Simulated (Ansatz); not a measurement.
# AlBrH2O2 + HF: a complex and its separated parts, part 2 of 2

Ansatz 0.2.0, Gaussian basis.

## 13. CAM-B3LYP-D4/def2-TZVPP

The inputs:

parta/in.yaml

```yaml
crystal:
  periodic: [false, false, false]
  atoms:
    - {symbol: Al, position_ang: [-0.518417, 0.144816, -0.155096]}
    - {symbol: O, position_ang: [-0.301644, 0.173096, -1.820786]}
    - {symbol: O, position_ang: [-1.367077, -1.142146, 0.512602]}
    - {symbol: Br, position_ang: [0.305792, 1.786625, 1.146669]}
    - {symbol: H, position_ang: [0.170163, 0.873890, -2.267235]}
    - {symbol: H, position_ang: [-1.527665, -1.222024, 1.451143]}
basis:
  gaussian: {orbitals: def2-TZVPP}
hamiltonian: {xc: {name: CAM-B3LYP}, dispersion: d4}
```

partb/in.yaml

```yaml
crystal:
  periodic: [false, false, false]
  atoms:
    - {symbol: F, position_ang: [1.511098, -0.673684, 0.310347]}
    - {symbol: H, position_ang: [1.727649, 0.059426, 0.822357]}
basis:
  gaussian: {orbitals: def2-TZVPP}
hamiltonian: {xc: {name: CAM-B3LYP}, dispersion: d4}
```

The same command starts each run, in its folder.

Run with:

```
$ ansatz run in.yaml --threads 8 --pin off --events-out ev --progress --plain --max-ram 19148MiB
```

Log of parta (excerpt; [...] marks lines left out):

```text
Functional definition: CAM-B3LYP
  name "CAM-B3LYP"
  cite "Yanai, Tew & Handy, Chem. Phys. Lett. 393, 51 (2004) doi:10.1016/j.cplett.2004.06.011"
  cite "Iikura, Tsuneda, Yanai & Hirao, J. Chem. Phys. 115, 3540 (2001) doi:10.1063/1.1383587"
  cite "Becke, Phys. Rev. A 38, 3098 (1988) doi:10.1103/PhysRevA.38.3098"
  cite "Lee, Yang & Parr, Phys. Rev. B 37, 785 (1988) doi:10.1103/PhysRevB.37.785"
[...]
1121 factors; their error is unknown
235 factors; integrals over basis functions are off by at most 2.3e-5 eV
[...]
mean field -80779.59629524 eV, -2968.5954094731 hartree, gradient 1.4e-5 eV, S^2 0.000000; 0 other end points of the search recorded, 0 dependent functions left out
reference -80779.59640927 eV, -2968.5954136635 hartree; 33, 33 occupied and 147, 147 virtual orbitals, 1121 factors
Total energy: -80779.70236051 eV, -2968.5993072998 hartree
```

Output in partb (excerpt; [...] marks lines left out):

```text
[... 6 set-up lines as earlier in the session ...]
[...]
  # Exact exchange under (alpha + beta erf(omega r))/r, Becke's under what is left of 1/r.
[...]
215 factors; their error is unknown
48 factors; integrals over basis functions are off by at most 4.9e-5 eV
[...]
mean field -2733.85902816 eV, -100.4674662086 hartree, gradient 6.2e-5 eV, S^2 0.000000; 0 other end points of the search recorded, 0 dependent functions left out
reference -2733.85907229 eV, -100.4674678304 hartree; 5, 5 occupied and 40, 40 virtual orbitals, 215 factors
Total energy: -2733.86051262 eV, -100.4675207614 hartree
```

Times: 1.2 s (parta), 0.15 s (partb) on 8 threads of AMD EPYC 7R43, shared host.

## 14. wB97X-V/def2-TZVPP

Each input of step 13 (parta, partb) changes in the same lines:

```diff
-hamiltonian: {xc: {name: CAM-B3LYP}, dispersion: d4}
+hamiltonian: {xc: {name: wB97X-V}}
```

One command serves all of them, each in its own folder.

Run with:

```
$ ansatz run in.yaml --threads 8 --pin off --events-out ev --progress --plain --max-ram 19148MiB
```

Log of parta (excerpt; [...] marks lines left out):

```text
Functional definition: wB97X-V
  name "wB97X-V"
  cite "Mardirossian & Head-Gordon, Phys. Chem. Chem. Phys. 16, 9904 (2014) doi:10.1039/C3CP54374A"
[... 2 set-up lines as earlier in the session ...]
[...]
      + integral(e_c_pw_opposite_spin*poly(b97_u_opposite, cos0, cos1)) + vv10(b, c)
1121 factors; their error is unknown
210 factors; integrals over basis functions are off by at most 5.0e-5 eV
[...]
mean field -80768.23724713 eV, -2968.1779721546 hartree, gradient 4.0e-5 eV, S^2 0.000000; 0 other end points of the search recorded, 0 dependent functions left out
reference -80768.23724533 eV, -2968.1779720882 hartree; 33, 33 occupied and 147, 147 virtual orbitals, 1121 factors
Total energy: -80768.23724533 eV, -2968.1779720882 hartree
```

partb printed (excerpt; [...] marks lines left out):

```text
[... 5 set-up lines as earlier in the session ...]
[...]
      + integral(e_c_pw_opposite_spin*poly(b97_u_opposite, cos0, cos1)) + vv10(b, c)
215 factors; their error is unknown
48 factors; integrals over basis functions are off by at most 2.2e-5 eV
[...]
mean field -2733.49560704 eV, -100.4541107289 hartree, gradient 1.0e-5 eV, S^2 0.000000; 0 other end points of the search recorded, 0 dependent functions left out
reference -2733.49560645 eV, -100.4541107071 hartree; 5, 5 occupied and 40, 40 virtual orbitals, 215 factors
Total energy: -2733.49560645 eV, -100.4541107071 hartree
```

They took 2 s (parta), 0.2 s (partb) on 8 threads of AMD EPYC 7R43, shared host.

## 15. wB97M-V/def2-TZVPP

The same edit goes into each in.yaml of step 14 (parta, partb):

```diff
-hamiltonian: {xc: {name: wB97X-V}}
+hamiltonian: {xc: {name: wB97M-V}}
```

Each run has its own folder and the same command.

Run with:

```
$ ansatz run in.yaml --threads 8 --pin off --events-out ev --progress --plain --max-ram 19148MiB
```

parta printed (excerpt; [...] marks lines left out):

```text
Functional definition: wB97M-V
  name "wB97M-V"
  cite "Mardirossian & Head-Gordon, J. Chem. Phys. 144, 214110 (2016) doi:10.1063/1.4952647"
[... 2 set-up lines as earlier in the session ...]
  # Of w^i u^j: cxij and so on, Table III.
[...]
  gx(w, u) = 1 - cx + cx01*u + cx10*w
[...]
      + integral(e_c_pw_mod_opposite_spin*gos(b97_w_opposite, b97_u_opposite)) + vv10(b, c)
1100 factors; their error is unknown
210 factors; integrals over basis functions are off by at most 5.0e-5 eV
[...]
mean field -80771.79018426 eV, -2968.3085401858 hartree, gradient 3.3e-5 eV, S^2 0.000000; 0 other end points of the search recorded, 0 dependent functions left out
reference -80771.79022842 eV, -2968.3085418088 hartree; 33, 33 occupied and 147, 147 virtual orbitals, 1100 factors
Total energy: -80771.79022842 eV, -2968.3085418088 hartree
```

Output in partb (excerpt; [...] marks lines left out):

```text
[... 5 set-up lines as earlier in the session ...]
  # Of w^i u^j: cxij and so on, Table III.
[...]
  gx(w, u) = 1 - cx + cx01*u + cx10*w
[...]
      + integral(e_c_pw_mod_opposite_spin*gos(b97_w_opposite, b97_u_opposite)) + vv10(b, c)
215 factors; their error is unknown
48 factors; integrals over basis functions are off by at most 2.2e-5 eV
[...]
mean field -2733.67553276 eV, -100.4607228771 hartree, gradient 1.2e-5 eV, S^2 0.000000; 0 other end points of the search recorded, 0 dependent functions left out
reference -2733.67554743 eV, -100.4607234161 hartree; 5, 5 occupied and 40, 40 virtual orbitals, 215 factors
Total energy: -2733.67554743 eV, -100.4607234161 hartree
```

They took 2.3 s (parta), 0.25 s (partb) on 8 threads of AMD EPYC 7R43, shared host; peak memory 0.58 GiB.

## 16. B2PLYP/def2-TZVPP

The same edit goes into each in.yaml of step 15 (parta, partb):

```diff
-hamiltonian: {xc: {name: wB97M-V}}
+hamiltonian: {xc: {name: B2PLYP}}
```

Each run has its own folder and the same command.

Run with:

```
$ ansatz run in.yaml --threads 8 --pin off --events-out ev --progress --plain --max-ram 19148MiB
```

parta printed (excerpt; [...] marks lines left out):

```text
Functional definition: B2PLYP
  name "B2PLYP"
  cite "Grimme, J. Chem. Phys. 124, 034108 (2006) doi:10.1063/1.2148954"
[... 2 set-up lines as earlier in the session ...]
[...]
1144 factors; integrals over basis functions are off by at most 8.7e-4 eV
[...]
mean field -80753.91010449 eV, -2967.6514593738 hartree, gradient 2.1e-6 eV, S^2 0.000000; 0 other end points of the search recorded, 0 dependent functions left out
16 core orbitals not correlated: weight in the atoms' cores, before any rotation towards them, 1.000 or more for the frozen orbitals, at most 0.000 for the correlated occupied ones
reference -80753.91025237 eV, -2967.6514648082 hartree; 17, 17 occupied and 147, 147 virtual orbitals, 1144 factors
second order -26.93671151 eV of doubles, -0.00000000 eV of singles
Total energy: -80761.18316448 eV, -2967.9187393985 hartree
```

Log of partb (excerpt; [...] marks lines left out):

```text
[... 5 set-up lines as earlier in the session ...]
[...]
287 factors; integrals over basis functions are off by at most 1.0e-3 eV
[...]
mean field -2730.72523206 eV, -100.3523013260 hartree, gradient 1.4e-6 eV, S^2 0.000000; 0 other end points of the search recorded, 0 dependent functions left out
1 core orbitals not correlated: weight in the atoms' cores, before any rotation towards them, 1.000 or more for the frozen orbitals, at most 0.000 for the correlated occupied ones
reference -2730.72528876 eV, -100.3523034098 hartree; 4, 4 occupied and 40, 40 virtual orbitals, 287 factors
second order -8.59405628 eV of doubles, -0.00000000 eV of singles
Total energy: -2733.04568396 eV, -100.4375763605 hartree
```

They took 1.6 s (parta), 0.2 s (partb) on 8 threads of AMD EPYC 7R43, shared host.

## 17. PBE-QIDH/def2-TZVPP

Each input of step 16 (parta, partb) changes in the same lines:

```diff
-hamiltonian: {xc: {name: B2PLYP}}
+hamiltonian: {xc: {name: PBE-QIDH}}
```

One command serves all of them, each in its own folder.

Run with:

```
$ ansatz run in.yaml --threads 8 --pin off --events-out ev --progress --plain --max-ram 19148MiB
```

parta printed (excerpt; [...] marks lines left out):

```text
Functional definition: PBE-QIDH
  name "PBE-QIDH"
  cite "Brémond, Sancho-García, Pérez-Jiménez & Adamo, J. Chem. Phys. 141, 031101 (2014) doi:10.1063/1.4890314"
[... 1 set-up line as earlier in the session ...]
[...]
1144 factors; integrals over basis functions are off by at most 8.7e-4 eV
[...]
mean field -80742.03801584 eV, -2967.2151681631 hartree, gradient 5.4e-6 eV, S^2 0.000000; 0 other end points of the search recorded, 0 dependent functions left out
16 core orbitals not correlated: weight in the atoms' cores, before any rotation towards them, 0.999 or more for the frozen orbitals, at most 0.001 for the correlated occupied ones
reference -80742.03802698 eV, -2967.2151685725 hartree; 17, 17 occupied and 147, 147 virtual orbitals, 1144 factors
second order -25.09440934 eV of doubles, -0.00000000 eV of singles
Total energy: -80750.40283009 eV, -2967.5225694170 hartree
```

Output in partb (excerpt; [...] marks lines left out):

```text
[... 4 set-up lines as earlier in the session ...]
[...]
287 factors; integrals over basis functions are off by at most 1.0e-3 eV
[...]
mean field -2728.92248790 eV, -100.2860517002 hartree, gradient 3.8e-6 eV, S^2 0.000000; 0 other end points of the search recorded, 0 dependent functions left out
1 core orbitals not correlated: weight in the atoms' cores, before any rotation towards them, 1.000 or more for the frozen orbitals, at most 0.000 for the correlated occupied ones
reference -2728.92249125 eV, -100.2860518234 hartree; 4, 4 occupied and 40, 40 virtual orbitals, 287 factors
second order -8.07155411 eV of doubles, -0.00000000 eV of singles
Total energy: -2731.61300929 eV, -100.3849265376 hartree
```

Times: 1.6 s (parta), 0.2 s (partb) on 8 threads of AMD EPYC 7R43, shared host.

## 18. RPA on PBE/def2-TZVPP

Each input of step 17 (parta, partb) changes in the same lines:

```diff
-hamiltonian: {xc: {name: PBE-QIDH}}
+hamiltonian: {xc: pbe}
+correlation: {method: rpa}
```

The same command starts each run, in its folder.

Run with:

```
$ ansatz run in.yaml --threads 8 --pin off --events-out ev --progress --plain --max-ram 19148MiB
```

parta printed (excerpt; [...] marks lines left out):

```text
[... 4 set-up lines as earlier in the session ...]
[...]
1144 factors; integrals over basis functions are off by at most 8.7e-4 eV
[...]
mean field -80758.53432286 eV, -2967.8213962643 hartree, gradient 1.0e-6 eV, S^2 0.000000; 0 other end points of the search recorded, 0 dependent functions left out
16 core orbitals not correlated: weight in the atoms' cores, before any rotation towards them, 0.999 or more for the frozen orbitals, at most 0.000 for the correlated occupied ones
reference -80694.14481878 eV, -2965.4551256343 hartree; 17, 17 occupied and 147, 147 virtual orbitals, 1144 factors
Total energy: -80728.11374611 eV, -2966.7034606888 hartree
```

partb printed (excerpt; [...] marks lines left out):

```text
[... 4 set-up lines as earlier in the session ...]
[...]
287 factors; integrals over basis functions are off by at most 1.0e-3 eV
[...]
mean field -2731.84358160 eV, -100.3933999138 hartree, gradient 9.3e-7 eV, S^2 0.000000; 0 other end points of the search recorded, 0 dependent functions left out
1 core orbitals not correlated: weight in the atoms' cores, before any rotation towards them, 1.000 or more for the frozen orbitals, at most 0.000 for the correlated occupied ones
reference -2722.68122515 eV, -100.0566895247 hartree; 4, 4 occupied and 40, 40 virtual orbitals, 287 factors
Total energy: -2733.63265947 eV, -100.4591473126 hartree
```

They took 1.6 s (parta), 0.2 s (partb) on 8 threads of AMD EPYC 7R43, shared host.

## 19. CCSD(T)/def2-TZVPP

The same edit goes into each in.yaml of step 18 (parta, partb):

```diff
-hamiltonian: {xc: pbe}
-correlation: {method: rpa}
+correlation: {method: ccsd_t}
```

Each run has its own folder and the same command.

Run with:

```
$ ansatz run in.yaml --threads 8 --pin off --events-out ev --progress --plain --max-ram 19148MiB
```

Log of parta (excerpt; [...] marks lines left out):

```text
Functional definition: HF
  name "HF"
  cite "Fock, Z. Phys. 61, 126 (1930) doi:10.1007/BF01340294"
[... 1 set-up line as earlier in the session ...]
[...]
1144 factors; integrals over basis functions are off by at most 8.7e-4 eV
[...]
mean field -80695.50483928 eV, -2965.5051054660 hartree, gradient 6.0e-6 eV, S^2 0.000000; 0 other end points of the search recorded, 0 dependent functions left out
16 core orbitals not correlated: weight in the atoms' cores, before any rotation towards them, 0.999 or more for the frozen orbitals, at most 0.001 for the correlated occupied ones
reference -80695.50483928 eV, -2965.5051054660 hartree; 17, 17 occupied and 147, 147 virtual orbitals, 1144 factors
second order -22.54753027 eV of doubles, -0.00000000 eV of singles
cycle   1  -22.27816275 eV  change    2.7e-1 eV  update   9.2e-2
[...]
cycle   8  -22.80653703 eV  change    4.0e-5 eV  update   3.5e-5
perturbative correction -0.78135651 eV, -0.0287143223 hartree
Total energy: -80719.09273283 eV, -2966.3719445652 hartree
```

Log of partb (excerpt; [...] marks lines left out):

```text
[... 4 set-up lines as earlier in the session ...]
[...]
287 factors; integrals over basis functions are off by at most 1.0e-3 eV
[...]
mean field -2722.91269059 eV, -100.0651957228 hartree, gradient 4.5e-6 eV, S^2 0.000000; 0 other end points of the search recorded, 0 dependent functions left out
1 core orbitals not correlated: weight in the atoms' cores, before any rotation towards them, 1.000 or more for the frozen orbitals, at most 0.000 for the correlated occupied ones
reference -2722.91269059 eV, -100.0651957228 hartree; 4, 4 occupied and 40, 40 virtual orbitals, 287 factors
second order -7.36487292 eV of doubles, -0.00000000 eV of singles
cycle   1  -7.29622788 eV  change    6.9e-2 eV  update   3.9e-2
[...]
cycle   8  -7.43091172 eV  change    2.1e-7 eV  update   3.3e-6
perturbative correction -0.17033965 eV, -0.0062598668 hartree
Total energy: -2730.51394197 eV, -100.3445365585 hartree
```

Times: 7 s (parta), 0.2 s (partb) on 8 threads of AMD EPYC 7R43, shared host; peak memory 1.2 GiB.

## 20. Vibrations of AlBrH2O2

Input file vib-parta/in.yaml:

```yaml
crystal:
  periodic: [false, false, false]
  atoms:
    - {symbol: Al, position_ang: [-0.518417, 0.144816, -0.155096]}
    - {symbol: O, position_ang: [-0.301644, 0.173096, -1.820786]}
    - {symbol: O, position_ang: [-1.367077, -1.142146, 0.512602]}
    - {symbol: Br, position_ang: [0.305792, 1.786625, 1.146669]}
    - {symbol: H, position_ang: [0.170163, 0.873890, -2.267235]}
    - {symbol: H, position_ang: [-1.527665, -1.222024, 1.451143]}
basis:
  gaussian: {orbitals: def2-TZVP}
hamiltonian: {xc: pbe0, dispersion: d4}
phonons: {temperatures: {t_min: 298.15, t_max: 900, t_step: 200}}
```

Run with:

```
$ ansatz run in.yaml --threads 8 --pin off --events-out ev --progress --plain --max-ram 19148MiB
```

Output (excerpt; [...] marks lines left out):

```text
[... 5 set-up lines as earlier in the session ...]
[...]
1082 factors; their error is unknown
[...]
mean field -80761.48005236 eV, -2967.9296498268 hartree, gradient 1.7e-5 eV, S^2 0.000000; 0 other end points of the search recorded, 0 dependent functions left out
[...]
Atom 3 at     0.305792     1.786625     1.146669 Å, force     0.000558     0.001149     0.000902 eV/Å
Atom 4 at     0.170163     0.873890    -2.267235 Å, force     0.000412     0.000616     0.000635 eV/Å
Atom 5 at    -1.527665    -1.222024     1.451143 Å, force     0.000472     0.000690     0.000504 eV/Å
Dipole moment:     0.064955     0.129666     0.102747 e Å
Vibrations: 157.82 203.37 249.76 307.51 361.96 387.14 615.46 667.68 808.92 970.51 3966.78 3967.43 cm⁻¹, zero-point energy 0.785089 eV
```

Wall time 17 s (8 threads of AMD EPYC 7R43, shared host).

Wavenumbers and character of the modes:

```
mode  wavenumber (cm⁻¹)                       character
   1                158                            bend
   2                203                            bend
   3                250  torsion with out-of-plane bend
   4                308                         torsion
   5                362                         torsion
   6                387                   Al–Br stretch
   7                615                            bend
   8                668                            bend
   9                809                    Al–O stretch
  10                971                    Al–O stretch
  11               3967                     O–H stretch
  12               3967                     O–H stretch
```

Vibrational sums (real modes only):

```csv
T (K),entropy (J/mol/K),heat capacity (J/mol/K)
298,46.0,55.0
498,78.2,69.6
698,102.8,75.8
898,122.4,79.5
```

## 21. Vibrations of HF

Input file vib-partb/in.yaml:

```yaml
crystal:
  periodic: [false, false, false]
  atoms:
    - {symbol: F, position_ang: [1.511098, -0.673684, 0.310347]}
    - {symbol: H, position_ang: [1.727649, 0.059426, 0.822357]}
basis:
  gaussian: {orbitals: def2-TZVP}
hamiltonian: {xc: pbe0, dispersion: d4}
phonons: {temperatures: {t_min: 298.15, t_max: 900, t_step: 200}}
```

Run with:

```
$ ansatz run in.yaml --threads 8 --pin off --events-out ev --progress --plain --max-ram 19148MiB
```

Output (excerpt; [...] marks lines left out):

```text
[... 5 set-up lines as earlier in the session ...]
[...]
200 factors; their error is unknown
[...]
mean field -2731.80169997 eV, -100.3918607921 hartree, gradient 6.9e-6 eV, S^2 0.000000; 0 other end points of the search recorded, 0 dependent functions left out
[...]
reference -2731.80151841 eV, -100.3918541199 hartree; 5, 5 occupied and 32, 32 virtual orbitals, 200 factors
Total energy: -2731.80322170 eV, -100.3919167147 hartree
Atom 0 at     1.511098    -0.673684     0.310347 Å, force     0.000007     0.000024     0.000017 eV/Å
Atom 1 at     1.727649     0.059426     0.822357 Å, force    -0.000007    -0.000024    -0.000017 eV/Å
Dipole moment:     0.094341     0.319382     0.223059 e Å
Vibrations: 4152.87 cm⁻¹, zero-point energy 0.257445 eV
```

It took 0.75 s on 8 threads of AMD EPYC 7R43, shared host.

The modes, with what each moves most:

```csv
mode,wavenumber (cm⁻¹),character
1,4153,F–H stretch
```

Vibrational sums (real modes only):

```
T (K)  entropy (J/mol/K)  heat capacity (J/mol/K)
  298                0.0                      0.0
  498                0.0                      0.0
  698                0.0                      0.1
  898                0.1                      0.5
```

## 22. Complex less separated parts

The complex's own energies come from single points at the same levels.

Rows are in def2-TZVPP; times add the 3 runs of a level on a shared host, so small differences are noise.

Differences are taken before rounding.

```
      method                    rung  complex less parts (kcal/mol)  from CCSD(T) (kcal/mol)   time
       SPW92                     LDA                          -19.3                     -8.3  1.4 s
      PBE-D4                     GGA                          -12.6                     -1.7  1.9 s
     BLYP-D4                     GGA                          -10.8                     +0.2    2 s
   r2SCAN-D4                meta-GGA                          -13.6                     -2.6  3.7 s
      B97M-V                meta-GGA                          -12.3                     -1.3  6.2 s
     PBE0-D4                  hybrid                          -12.3                     -1.4    3 s
    B3LYP-D4                  hybrid                          -11.2                     -0.2  2.9 s
  r2SCAN0-D4                  hybrid                          -13.2                     -2.3  4.4 s
    BHLYP-D4                  hybrid                          -11.5                     -0.6  2.7 s
CAM-B3LYP-D4  range-separated hybrid                          -12.5                     -1.6  3.1 s
     wB97X-V  range-separated hybrid                          -12.3                     -1.3  5.6 s
     wB97M-V  range-separated hybrid                          -13.0                     -2.0  6.4 s
      B2PLYP           double hybrid                          -10.3                     +0.7  4.6 s
    PBE-QIDH           double hybrid                          -11.7                     -0.7  4.7 s
  RPA on PBE                     RPA                           -9.8                     +1.2  4.4 s
Hartree-Fock            wavefunction                           -6.1                     +4.8       
         MP2            wavefunction                          -11.1                     -0.1       
        CCSD            wavefunction                          -10.2                     +0.8       
     CCSD(T)            wavefunction                          -11.0                        0   78 s
```

Among the levels timed on like hardware and quicker than the yardstick, those that no quicker one beats, quickest first: SPW92 (1.4 s, -8.3 kcal/mol); PBE-D4 (1.9 s, -1.7 kcal/mol); BLYP-D4 (2 s, +0.2 kcal/mol).

BLYP-D4 reaches 0.2 kcal/mol from the reference in 2 s, where CCSD(T) took 78 s; the quickest level in the cost chart, SPW92, takes 1.4 s and misses by 8.3 kcal/mol.

The complex's zero-point energy, from a separate PBE0-D4 run, is 1.098 eV.

## 23. Summary of results

The summary covers parts 1 to 2.

```
                              quantity           value
complex less parts, CCSD(T)/def2-TZVPP  -11.0 kcal/mol
                with zero-point energy   -9.7 kcal/mol
                 largest T1 diagnostic           0.010
```

At CCSD(T) the complex lies 11.0 kcal/mol below its parts. Among the functionals BLYP-D4 lands nearest to CCSD(T) (+0.2 kcal/mol) and SPW92 farthest (-8.3 kcal/mol). B3LYP-D4 is as near within the digits shown. Mean unsigned error by rung: LDA 8.3, GGA 0.9, meta-GGA 2.0, hybrid 1.1, range-separated hybrid 1.6, double hybrid 0.7 kcal/mol. The double hybrids carry no dispersion term here, unlike the levels marked D4 or V. PBE-D4 gives a relative energy 1.7 kcal/mol too low, outside chemical accuracy (1 kcal/mol). No counterpoise was applied, and triple zeta lacks some correlation, so the CCSD(T) reference has a basis error of its own, and close matches with it are partly luck.
